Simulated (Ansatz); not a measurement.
The system is NaSb2Au.

```
Na Sb Au
1.0
     4.35730    0.00000    0.00000
    -2.17865    3.77354    0.00000
     0.00000    0.00000    6.81847
Na Sb Au
1 2 1
Direct
  0.00000 0.00000 0.50000
  0.66667 0.33333 0.81632
  0.33333 0.66667 0.18368
  0.00000 0.00000 0.00000
```

The cell was built by a generator and needn't be a form met in nature.

Base run:

- Program: Ansatz 0.2.0
- Functional: PBE
- Potentials or basis: Ansatz PAW
- Cutoff: 420 eV (not typed: the program's choice for these potentials)
- k mesh: 5 × 5 × 3
- Occupations: fermi-dirac, width 0.05 eV
- Spin: no spin polarisation

Its results: band gap on the k mesh none (metal or under the smearing width); pressure 0.1 GPa; largest force 0.008 eV/Å.

Question: After a change of settings the same cell gave: band gap on the k mesh none (metal or under the smearing width); pressure 3.4 GPa; largest force 0.446 eV/Å. Which change was it?
A. functional from PBE to RPBE
B. functional from PBE to r2SCAN; cutoff from 420 eV (not typed: the program's choice for these potentials) to 500 eV (not typed: the program's choice for these potentials)
C. functional from PBE to BLYP
D. functional from PBE to PBEsol

Answer: C.

BLYP binds less tightly than PBE, so the same cell stands under more pressure.

Caveats: spin-orbit coupling is left out, which moves the levels of the heavy elements; the PAW data sets come from PBE, with cores solved anew for the run's functional, which leaves a small shift of forces and pressure (some runs).
